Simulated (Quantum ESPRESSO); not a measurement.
# Mo (Im-3m) in Quantum ESPRESSO: further runs

One crystal, Mo, is run at these levels: PBEsol, LDA, PBE; tasks: single point.

Program: Quantum ESPRESSO 7.5. These are calculated values, not measurements. Logs are shortened: lines on timing, memory, paths and dates and some standing lists are left out, and cuts for length are marked.

## Step 1: Starting point

Symmetry: Im-3m, No. 229, cubic system. Conventional cell: a = 3.060 Å, b = 3.060 Å, c = 3.060 Å, α = 90.00°, β = 90.00°, γ = 90.00°. Mo (site symmetry m-3m) has 8 Mo at 2.65 Å as nearest neighbours.

The cell was built by a generator and needn't be a form met in nature.

## Step 2: Single point, PBEsol

Input file pw.in:

```
&CONTROL
  calculation = 'scf'
  prefix = 'pwscf'
  outdir = './tmp'
  pseudo_dir = './pseudo'
  tprnfor = .true.
  tstress = .true.
  disk_io = 'nowf'
/
&SYSTEM
  ibrav = 0
  nat = 1
  ntyp = 1
  ecutwfc = 45
  ecutrho = 360
  nbnd = 13
  occupations = 'smearing'
  smearing = 'mp'
  degauss = 0.00734986
/
&ELECTRONS
  conv_thr = 2d-10
  electron_maxstep = 120
  mixing_beta = 0.5
/
ATOMIC_SPECIES
Mo    95.9500 mo_pbesol_v1.uspp.F.UPF
CELL_PARAMETERS angstrom
  -1.5300000000    1.5300000000    1.5300000000
   1.5300000000   -1.5300000000    1.5300000000
   1.5300000000    1.5300000000   -1.5300000000
ATOMIC_POSITIONS crystal
Mo     0.0000000000    0.0000000000    0.0000000000
K_POINTS automatic
18 18 18 0 0 0
```

Potentials or basis: GBRV 1.5 PBEsol.

Started as:

```console
> OMP_NUM_THREADS=1 pw.x -in pw.in > pw.out
```

pw.out:

```text
This program is part of the open-source Quantum ESPRESSO suite
     for quantum simulation of materials; please cite
[... 9 lines left out ...]
     --------------------
     sticks:   dense  smooth     PW     G-vecs:    dense   smooth      PW
     Sum         677     341    137                11057     3997    1055

     Using Slab Decomposition

     bravais-lattice index     =            0
     lattice parameter (alat)  =       5.0078  a.u.
     unit-cell volume          =      96.6787 (a.u.)^3
     number of atoms/cell      =            1
     number of atomic types    =            1
     number of electrons       =        14.00
     number of Kohn-Sham states=           13
     kinetic-energy cutoff     =      45.0000  Ry
     charge density cutoff     =     360.0000  Ry
     scf convergence threshold =      2.0E-10
     mixing beta               =       0.5000
     number of iterations used =            8  plain     mixing
     Exchange-correlation= SLA  PW   PSX  PSC
                           (   1   4  10   8   0   0   0)

     celldm(1)=   5.007846  celldm(2)=   0.000000  celldm(3)=   0.000000
     celldm(4)=   0.000000  celldm(5)=   0.000000  celldm(6)=   0.000000

     crystal axes: (cart. coord. in units of alat)
               a(1) = (  -0.577350   0.577350   0.577350 )
               a(2) = (   0.577350  -0.577350   0.577350 )
               a(3) = (   0.577350   0.577350  -0.577350 )

     reciprocal axes: (cart. coord. in units 2 pi/alat)
               b(1) = ( -0.000000  0.866025  0.866025 )
               b(2) = (  0.866025 -0.000000  0.866025 )
               b(3) = (  0.866025  0.866025  0.000000 )

     PseudoPot. # 1 for Mo read from file:
     mo_pbesol_v1.uspp.F.UPF
     Pseudo is Ultrasoft + core correction, Zval = 14.0
     Generated by new atomic code, or converted to UPF format
     Using radial grid of  889 points,  6 beta functions with:
                l(1) =   0
                l(2) =   0
                l(3) =   1
                l(4) =   1
                l(5) =   2
                l(6) =   2
     Q(r) pseudized with  6 coefficients,  rinner =    1.000   1.000   1.000
                                                       1.000   1.000

     atomic species   valence    mass     pseudopotential
     Mo               14.00    95.95000     Mo( 1.00)

     48 Sym. Ops., with inversion, found

   Cartesian axes

     site n.     atom                  positions (alat units)
         1        Mo     tau(   1) = (   0.0000000   0.0000000   0.0000000  )

     number of k points=   195  Methfessel-Paxton smearing, width (Ry)=  0.0073

     Number of k-points >= 100: set verbosity='high' to print them.

     Dense  grid:    11057 G-vectors     FFT dimensions: (  32,  32,  32)

     Smooth grid:     3997 G-vectors     FFT dimensions: (  24,  24,  24)

     Initial potential from superposition of free atoms

     starting charge      13.9990, renormalised to      14.0000
     Starting wfcs are   13 randomized atomic wfcs

     Self-consistent Calculation

     iteration #  1     ecut=    45.00 Ry     beta= 0.50
     Davidson diagonalization with overlap
     ethr =  1.00E-02,  avg # of iterations =  4.0

     Threshold (ethr) on eigenvalues was too large:
     Diagonalizing with lowered threshold

     Davidson diagonalization with overlap
     ethr =  2.56E-04,  avg # of iterations =  1.8

     total energy              =    -139.32980513 Ry
     estimated scf accuracy    <       0.03706129 Ry

     iteration #  2     ecut=    45.00 Ry     beta= 0.50
     Davidson diagonalization with overlap
     ethr =  2.65E-04,  avg # of iterations =  2.0

     negative rho (up, down):  1.169E-06 0.000E+00

     total energy              =    -139.33549068 Ry
     estimated scf accuracy    <       0.00134540 Ry

     iteration #  3     ecut=    45.00 Ry     beta= 0.50
     Davidson diagonalization with overlap
     ethr =  9.61E-06,  avg # of iterations =  2.6

     negative rho (up, down):  5.959E-06 0.000E+00

     total energy              =    -139.33556513 Ry
     estimated scf accuracy    <       0.00020753 Ry

     iteration #  4     ecut=    45.00 Ry     beta= 0.50
     Davidson diagonalization with overlap
     ethr =  1.48E-06,  avg # of iterations =  1.6

     negative rho (up, down):  5.703E-06 0.000E+00

     total energy              =    -139.33557138 Ry
     estimated scf accuracy    <       0.00000198 Ry

     iteration #  5     ecut=    45.00 Ry     beta= 0.50
     Davidson diagonalization with overlap
     ethr =  1.41E-08,  avg # of iterations =  3.0

     negative rho (up, down):  5.244E-06 0.000E+00

     total energy              =    -139.33557296 Ry
     estimated scf accuracy    <       0.00000020 Ry

     iteration #  6     ecut=    45.00 Ry     beta= 0.50
     Davidson diagonalization with overlap
     ethr =  1.44E-09,  avg # of iterations =  1.9

     negative rho (up, down):  5.168E-06 0.000E+00

     total energy              =    -139.33557299 Ry
     estimated scf accuracy    <          9.1E-09 Ry

     iteration #  7     ecut=    45.00 Ry     beta= 0.50
     Davidson diagonalization with overlap
     ethr =  6.47E-11,  avg # of iterations =  2.0

     negative rho (up, down):  5.122E-06 0.000E+00

     total energy              =    -139.33557299 Ry
     estimated scf accuracy    <          1.3E-09 Ry

     iteration #  8     ecut=    45.00 Ry     beta= 0.50
     Davidson diagonalization with overlap
     ethr =  9.58E-12,  avg # of iterations =  2.0

     negative rho (up, down):  5.118E-06 0.000E+00

     End of self-consistent calculation

     Number of k-points >= 100: set verbosity='high' to print the bands.

     the Fermi energy is    23.5306 ev

!    total energy              =    -139.33557299 Ry
     estimated scf accuracy    <          2.7E-11 Ry
     smearing contrib. (-TS)   =       0.00006375 Ry
     internal energy E=F+TS    =    -139.33563674 Ry

     The total energy is F=E-TS. E is the sum of the following terms:
     one-electron contribution =     -12.98797688 Ry
     hartree contribution      =      16.34340427 Ry
     xc contribution           =     -19.33920671 Ry
     ewald contribution        =    -123.35185742 Ry

     convergence has been achieved in   8 iterations

     negative rho (up, down):  5.118E-06 0.000E+00

     Forces acting on atoms (cartesian axes, Ry/au):

     atom    1 type  1   force =     0.00000000    0.00000000    0.00000000

     Total force =     0.000000     Total SCF correction =     0.000000

     Computing stress (Cartesian axis) and pressure

     negative rho (up, down):  5.118E-06 0.000E+00
          total   stress  (Ry/bohr**3)                   (kbar)     P=      208.05
   0.00141431  -0.00000000  -0.00000000          208.05       -0.00       -0.00
  -0.00000000   0.00141431  -0.00000000           -0.00      208.05       -0.00
  -0.00000000  -0.00000000   0.00141431           -0.00       -0.00      208.05

=------------------------------------------------------------------------------=
   JOB DONE.
=------------------------------------------------------------------------------=
```

It took 15 s on 1 thread of Intel Xeon Platinum 8375C at 2.90GHz (Ice Lake), shared host; peak memory 0.08 GiB.

Results:

```yaml
Free_energy: -1895.7570 eV
Pressure: 20.8 GPa
Band_gap_on_the_k_mesh: none (metal or under the smearing width)
```

Caveat: so large a pressure means that the cell lies far from this level's equilibrium, or that cutoff or potentials fall short.

## Step 3: Single point, LDA

pw.in, as its differences from that of step 2:

```diff
@@ -26,3 +26,3 @@
 ATOMIC_SPECIES
-Mo    95.9500 mo_pbesol_v1.uspp.F.UPF
+Mo    95.9500 mo_lda_v1.uspp.F.UPF
 CELL_PARAMETERS angstrom
```

Potentials or basis: GBRV 1.5 LDA.

Started as:

```console
> OMP_NUM_THREADS=1 pw.x -in pw.in > pw.out
```

pw.out:

```text
This program is part of the open-source Quantum ESPRESSO suite
     for quantum simulation of materials; please cite
[... 9 lines left out ...]
     --------------------
     sticks:   dense  smooth     PW     G-vecs:    dense   smooth      PW
     Sum         677     341    137                11057     3997    1055

     Using Slab Decomposition

     bravais-lattice index     =            0
     lattice parameter (alat)  =       5.0078  a.u.
     unit-cell volume          =      96.6787 (a.u.)^3
     number of atoms/cell      =            1
     number of atomic types    =            1
     number of electrons       =        14.00
     number of Kohn-Sham states=           13
     kinetic-energy cutoff     =      45.0000  Ry
     charge density cutoff     =     360.0000  Ry
     scf convergence threshold =      2.0E-10
     mixing beta               =       0.5000
     number of iterations used =            8  plain     mixing
     Exchange-correlation= SLA  PZ   NOGX NOGC
                           (   1   1   0   0   0   0   0)

     celldm(1)=   5.007846  celldm(2)=   0.000000  celldm(3)=   0.000000
     celldm(4)=   0.000000  celldm(5)=   0.000000  celldm(6)=   0.000000

     crystal axes: (cart. coord. in units of alat)
               a(1) = (  -0.577350   0.577350   0.577350 )
               a(2) = (   0.577350  -0.577350   0.577350 )
               a(3) = (   0.577350   0.577350  -0.577350 )

     reciprocal axes: (cart. coord. in units 2 pi/alat)
               b(1) = ( -0.000000  0.866025  0.866025 )
               b(2) = (  0.866025 -0.000000  0.866025 )
               b(3) = (  0.866025  0.866025  0.000000 )

     PseudoPot. # 1 for Mo read from file:
     mo_lda_v1.uspp.F.UPF
     Pseudo is Ultrasoft + core correction, Zval = 14.0
     Generated by new atomic code, or converted to UPF format
     Using radial grid of  889 points,  6 beta functions with:
                l(1) =   0
                l(2) =   0
                l(3) =   1
                l(4) =   1
                l(5) =   2
                l(6) =   2
     Q(r) pseudized with  6 coefficients,  rinner =    1.000   1.000   1.000
                                                       1.000   1.000

     atomic species   valence    mass     pseudopotential
     Mo               14.00    95.95000     Mo( 1.00)

     48 Sym. Ops., with inversion, found

   Cartesian axes

     site n.     atom                  positions (alat units)
         1        Mo     tau(   1) = (   0.0000000   0.0000000   0.0000000  )

     number of k points=   195  Methfessel-Paxton smearing, width (Ry)=  0.0073

     Number of k-points >= 100: set verbosity='high' to print them.

     Dense  grid:    11057 G-vectors     FFT dimensions: (  32,  32,  32)

     Smooth grid:     3997 G-vectors     FFT dimensions: (  24,  24,  24)

     Initial potential from superposition of free atoms

     starting charge      13.9991, renormalised to      14.0000

     negative rho (up, down):  5.038E-06 0.000E+00
     Starting wfcs are   13 randomized atomic wfcs

     Self-consistent Calculation

     iteration #  1     ecut=    45.00 Ry     beta= 0.50
     Davidson diagonalization with overlap
     ethr =  1.00E-02,  avg # of iterations =  4.0

     Threshold (ethr) on eigenvalues was too large:
     Diagonalizing with lowered threshold

     Davidson diagonalization with overlap
     ethr =  2.37E-04,  avg # of iterations =  2.0

     negative rho (up, down):  3.833E-05 0.000E+00

     total energy              =    -139.49096480 Ry
     estimated scf accuracy    <       0.03414512 Ry

     iteration #  2     ecut=    45.00 Ry     beta= 0.50
     Davidson diagonalization with overlap
     ethr =  2.44E-04,  avg # of iterations =  2.0

     negative rho (up, down):  4.832E-05 0.000E+00

     total energy              =    -139.49619619 Ry
     estimated scf accuracy    <       0.00121797 Ry

     iteration #  3     ecut=    45.00 Ry     beta= 0.50
     Davidson diagonalization with overlap
     ethr =  8.70E-06,  avg # of iterations =  2.7

     negative rho (up, down):  5.177E-05 0.000E+00

     total energy              =    -139.49624733 Ry
     estimated scf accuracy    <       0.00018242 Ry

     iteration #  4     ecut=    45.00 Ry     beta= 0.50
     Davidson diagonalization with overlap
     ethr =  1.30E-06,  avg # of iterations =  1.5

     negative rho (up, down):  5.143E-05 0.000E+00

     total energy              =    -139.49625385 Ry
     estimated scf accuracy    <       0.00000158 Ry

     iteration #  5     ecut=    45.00 Ry     beta= 0.50
     Davidson diagonalization with overlap
     ethr =  1.13E-08,  avg # of iterations =  3.0

     negative rho (up, down):  5.102E-05 0.000E+00

     total energy              =    -139.49625520 Ry
     estimated scf accuracy    <       0.00000020 Ry

     iteration #  6     ecut=    45.00 Ry     beta= 0.50
     Davidson diagonalization with overlap
     ethr =  1.44E-09,  avg # of iterations =  1.8

     negative rho (up, down):  5.087E-05 0.000E+00

     total energy              =    -139.49625521 Ry
     estimated scf accuracy    <       0.00000002 Ry

     iteration #  7     ecut=    45.00 Ry     beta= 0.50
     Davidson diagonalization with overlap
     ethr =  1.37E-10,  avg # of iterations =  2.0

     negative rho (up, down):  5.081E-05 0.000E+00

     total energy              =    -139.49625521 Ry
     estimated scf accuracy    <          8.5E-10 Ry

     iteration #  8     ecut=    45.00 Ry     beta= 0.50
     Davidson diagonalization with overlap
     ethr =  6.09E-12,  avg # of iterations =  2.1

     negative rho (up, down):  5.081E-05 0.000E+00

     End of self-consistent calculation

     Number of k-points >= 100: set verbosity='high' to print the bands.

     the Fermi energy is    23.3870 ev

!    total energy              =    -139.49625521 Ry
     estimated scf accuracy    <          6.0E-11 Ry
     smearing contrib. (-TS)   =       0.00006810 Ry
     internal energy E=F+TS    =    -139.49632332 Ry

     The total energy is F=E-TS. E is the sum of the following terms:
     one-electron contribution =     -13.18841900 Ry
     hartree contribution      =      16.38290728 Ry
     xc contribution           =     -19.33895418 Ry
     ewald contribution        =    -123.35185742 Ry

     convergence has been achieved in   8 iterations

     negative rho (up, down):  5.081E-05 0.000E+00

     Forces acting on atoms (cartesian axes, Ry/au):

     atom    1 type  1   force =     0.00000000    0.00000000    0.00000000

     Total force =     0.000000     Total SCF correction =     0.000000

     Computing stress (Cartesian axis) and pressure

     negative rho (up, down):  5.081E-05 0.000E+00
          total   stress  (Ry/bohr**3)                   (kbar)     P=      157.44
   0.00107027  -0.00000000  -0.00000000          157.44       -0.00       -0.00
  -0.00000000   0.00107027  -0.00000000           -0.00      157.44       -0.00
  -0.00000000  -0.00000000   0.00107027           -0.00       -0.00      157.44

=------------------------------------------------------------------------------=
   JOB DONE.
=------------------------------------------------------------------------------=
```

Run time: 11 s. Hardware: 1 thread of Intel Xeon 6975P-C (Granite Rapids), shared host; peak memory 0.08 GiB.

What came out:

* Free energy: -1897.9432 eV
* Pressure: 15.7 GPa
* Band gap on the k mesh: none (metal or under the smearing width)

Caveat: so large a pressure means that the cell lies far from this level's equilibrium, or that cutoff or potentials fall short.

## Step 4: Single point, PBE

pw.in, as its differences from that of step 3:

```diff
@@ -26,3 +26,3 @@
 ATOMIC_SPECIES
-Mo    95.9500 mo_lda_v1.uspp.F.UPF
+Mo    95.9500 mo_pbe_v1.uspp.F.UPF
 CELL_PARAMETERS angstrom
```

Potentials or basis: GBRV 1.5 PBE.

Started as:

```console
> OMP_NUM_THREADS=1 pw.x -in pw.in > pw.out
```

Run time: 10 s. Hardware: 1 thread of Intel Xeon 6975P-C (Granite Rapids), shared host; peak memory 0.08 GiB.

Results (log left out):

```yaml
Free_energy: -1895.6803 eV
Pressure: 30.0 GPa
Band_gap_on_the_k_mesh: none (metal or under the smearing width)
```

Levels at points of the mesh, in eV from the Fermi level:
| k point | band 5 | band 6 | band 7 | band 8 | band 9 | band 10 |
| --- | --- | --- | --- | --- | --- | --- |
| (0.00, 0.00, 0.00) | -7.53 | -1.58 | -1.58 | -1.58 | 1.77 | 1.77 |
| (0.00, 0.00, -0.50) | -5.90 | -3.88 | 1.86 | 1.95 | 2.56 | 5.34 |
| (-0.50, -0.50, -0.50) | -6.18 | -6.18 | 4.45 | 4.45 | 4.45 | 9.73 |

Caveat: a pressure of tens of GPa on the cell as given is suspect, and the run, the potentials or the cell itself is likely at fault.

## Step 5: Overview

```csv
level,potentials or basis,form of the LDA correlation,gap on the mesh (eV),pressure (GPa)
PBEsol,GBRV 1.5 PBEsol,-,none,20.8
LDA,GBRV 1.5 LDA,PZ81,none,15.7
PBE,GBRV 1.5 PBE,-,none,30.0
```

Alike in all rows: task single point; no spin polarisation; cell as given; k mesh 18 × 18 × 18; cutoff (eV) 612; smearing methfessel-paxton 0.1 eV.

Caveats: so large a pressure means that the cell lies far from this level's equilibrium, or that cutoff or potentials fall short (some runs); a pressure of tens of GPa on the cell as given is suspect, and the run, the potentials or the cell itself is likely at fault (some runs).

Total energies depend on the potentials used, so only differences within one code and one set of settings carry meaning.
